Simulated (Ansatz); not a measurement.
A nudged elastic band was laid between two geometries of a periodic cell of 26 atoms, Mg$_{6}$HO$_{6}$ (surface MgO(111), adsorbate H2, already come apart at the first end).

All numbers below come from Ansatz, DFT PBE, scalar-relativistic, plane waves, PAW. Settings: PAW set soft_1, cutoff 420 eV, k mesh 2x2x1, gaussian smearing 0.05 eV, no spin polarisation.

| Quantity | Value |
| --- | --- |
| movable images | 3 |
| climbing image | yes |
| spring | 5.0 eV/Å² |
| optimiser | fire |
| start path | default |
| force threshold | 0.05 eV/Å |
| iteration limit | 50 |
| end points | relaxed |
| atoms held | 1 to 8 |
| largest step | 1.0 Å |

Initial state:

```xyz
26
Lattice="5.3245 0.0000 0.0000 2.6623 4.6112 0.0000 0.0000 0.0000 17.4343" Properties=species:S:1:pos:R:3
Mg 0.000 0.000 1.000
O 3.993 3.843 2.087
Mg 1.331 2.306 1.000
O 2.662 1.537 2.087
Mg 2.662 0.000 1.000
O 6.656 3.843 2.087
Mg 3.993 2.306 1.000
O 5.325 1.537 2.087
Mg 5.327 3.077 3.489
O 1.331 2.304 4.675
Mg 3.993 0.764 3.490
O -0.003 0.001 4.692
Mg 2.660 3.077 3.489
O 3.993 2.303 4.661
Mg 1.331 0.765 3.493
O 5.328 4.612 4.692
Mg 2.662 1.555 6.032
O 3.993 0.776 7.169
Mg 3.994 3.817 6.050
O 5.307 3.041 7.265
Mg 5.323 1.555 6.031
O 1.330 0.763 7.143
Mg 6.656 3.824 6.110
O 2.680 3.041 7.265
H 1.325 0.713 8.102
H 3.987 1.065 8.086
```

Final state:

```xyz
26
Lattice="5.3245 0.0000 0.0000 2.6623 4.6112 0.0000 0.0000 0.0000 17.4343" Properties=species:S:1:pos:R:3
Mg 0.000 0.000 1.000
O 3.993 3.843 2.087
Mg 1.331 2.306 1.000
O 2.662 1.537 2.087
Mg 2.662 0.000 1.000
O 6.656 3.843 2.087
Mg 3.993 2.306 1.000
O 5.325 1.537 2.087
Mg 5.328 3.076 3.490
O 1.329 2.307 4.693
Mg 3.991 0.765 3.489
O 0.001 0.000 4.672
Mg 2.658 3.074 3.489
O 3.995 2.306 4.661
Mg 1.334 0.770 3.492
O 5.325 4.608 4.693
Mg 2.683 1.549 6.057
O 4.014 0.799 7.265
Mg 3.978 3.833 6.029
O 5.318 3.071 7.165
Mg 5.308 1.528 6.029
O 1.332 0.769 7.143
Mg 6.673 3.852 6.107
O 2.699 3.076 7.265
H 1.340 0.774 8.103
H 5.075 2.930 8.085
```

Problem. What changes between the two ends?

Solution. Contacts lost: O18–H26. Contacts made: O20–H26. The atom that moves furthest is H26, by 2.16 Å; four of its nearest neighbours are O18 0.96, Mg17 2.49, Mg21 2.50, O24 2.51 Å at the first end and O20 0.96, Mg21 2.50, Mg19 2.50, O18 2.52 Å at the last.

Problem. What energy profile does the band end with?

Solution. The run converged. The highest image is number 2 of 0 to 4, 0.43 eV above the ends, which have the same energy within 2 meV. The order of the stationary point at the top wasn't checked. Limits of this set-up: coarse k mesh, thin slab, slab without dipole correction, no dispersion correction for a molecule that may bind weakly.

```csv
image,path coordinate (Å),energy (eV),O18–H26 (Å),O20–H26 (Å)
0,0.00,0.00,0.96,2.51
1,0.62,0.06,0.98,1.90
2,1.23,0.43,1.23,1.23
3,1.85,0.06,1.90,0.98
4,2.47,0.00,2.52,0.96
```

Problem. What is the geometry of the highest image?

Solution. 
```xyz
26
Lattice="5.3245 0.0000 0.0000 2.6623 4.6112 0.0000 0.0000 0.0000 17.4343" Properties=species:S:1:pos:R:3
Mg 0.000 0.000 1.000
O 3.993 3.843 2.087
Mg 1.331 2.306 1.000
O 2.662 1.537 2.087
Mg 2.662 0.000 1.000
O 6.656 3.843 2.087
Mg 3.993 2.306 1.000
O 5.325 1.537 2.087
Mg 5.334 3.082 3.503
O 1.339 2.310 4.680
Mg 3.991 0.755 3.502
O -0.001 -0.010 4.679
Mg 2.657 3.076 3.493
O 3.993 2.305 4.649
Mg 1.339 0.763 3.499
O 5.332 4.607 4.731
Mg 2.675 1.575 6.045
O 4.036 0.923 7.291
Mg 3.965 3.810 6.041
O 5.209 2.958 7.291
Mg 5.344 1.524 5.934
O 1.338 0.762 7.126
Mg 6.589 3.879 6.332
O 2.681 3.063 7.300
H 1.366 0.728 8.089
H 4.596 1.956 7.650
```

Time of the run: 18 min on 2 threads of Arm Neoverse V1 (shared host), peak memory 1.2 GiB.
